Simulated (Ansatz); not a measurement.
# C2H6BClSi: small, medium and large basis sets

One table from this session's results is given with a row withheld; the runs are named, their logs left out.

Computed with Ansatz 0.2.0, Gaussian basis. Level: one geometry, several basis sets.

The runs, in order: PBE0-D4/def2-SVP; ωB97M-V/def2-SVP; PBE0-D4/def2-QZVPP; ωB97M-V/def2-QZVPP; the functionals' def2-TZVPP values are taken from earlier runs.

## Structure used throughout

An earlier PBE0-D4 in a triple-zeta def2 set relaxation fixed the geometry.

SMILES `B[C@H]1C[Si@H]1Cl`, 11 atoms, charge 0, spin multiplicity 1.

Atoms are counted from 1 here; the program's logs count them from 0.

Bond lengths: B1–C2 1.501 Å, B1–H6 1.199 Å, B1–H7 1.197 Å, C2–C3 1.550 Å, C2–Si4 1.895 Å, C2–H8 1.089 Å, C3–Si4 1.816 Å, C3–H9 1.086 Å, C3–H10 1.085 Å, Si4–Cl5 2.034 Å, Si4–H11 1.471 Å. Angles: C2–B1–H6 120.7°, C2–B1–H7 119.6°, H6–B1–H7 119.6°, B1–C2–C3 124.6°, B1–C2–Si4 103.6°, B1–C2–H8 119.7°, C3–C2–Si4 62.7°, C3–C2–H8 115.3°, Si4–C2–H8 109.1°, C2–C3–Si4 68.0°, C2–C3–H9 114.5°, C2–C3–H10 115.9°, Si4–C3–H9 117.6°, Si4–C3–H10 119.9°, H9–C3–H10 113.4°, C2–Si4–C3 49.3°, C2–Si4–Cl5 124.5°, C2–Si4–H11 116.7° and more.

The first run:

File in.yaml:

```yaml
crystal:
  periodic: [false, false, false]
  atoms:
    - {symbol: B, position_ang: [-0.792023, -0.327731, 1.372520]}
    - {symbol: C, position_ang: [0.067497, 0.583345, 0.545632]}
    - {symbol: C, position_ang: [1.304095, 0.127389, -0.269217]}
    - {symbol: Si, position_ang: [-0.232474, -0.011724, -1.227875]}
    - {symbol: Cl, position_ang: [-1.029193, -1.817905, -1.718799]}
    - {symbol: H, position_ang: [-0.565249, -1.504150, 1.422681]}
    - {symbol: H, position_ang: [-1.748580, 0.114470, 1.940176]}
    - {symbol: H, position_ang: [-0.088968, 1.660286, 0.590816]}
    - {symbol: H, position_ang: [1.762597, -0.791546, 0.084077]}
    - {symbol: H, position_ang: [2.024166, 0.901692, -0.511807]}
    - {symbol: H, position_ang: [-0.636469, 1.008972, -2.207603]}
basis:
  gaussian: {orbitals: def2-SVP}
hamiltonian: {xc: pbe0, dispersion: d4}
output: {orbitals: {seedname: orbitals}}
```

Steps of the session up to this table: PBE0-D4 in def2-SVP; ωB97M-V in def2-SVP; PBE0-D4 in def2-QZVPP; ωB97M-V in def2-QZVPP.

One of the session's tables, all rows but one given; the rest of the session is left out.

It belongs to the step «Density functionals: the series». 

| functional | basis | HOMO (eV) |
| --- | --- | --- |
| PBE0-D4 | def2-SVP | -7.27 |
| PBE0-D4 | def2-TZVPP | -7.27 |
| PBE0-D4 | def2-QZVPP | -7.28 |
| ωB97M-V | def2-SVP | -9.33 |
| ωB97M-V | def2-TZVPP | ? |
| ωB97M-V | def2-QZVPP | -9.37 |

**Question.** Estimate the row for ωB97M-V, def2-TZVPP.

The run gave: HOMO (eV): -9.36. In the column «HOMO (eV)» it lies between ωB97M-V, def2-QZVPP (-9.37) and ωB97M-V, def2-SVP (-9.33).
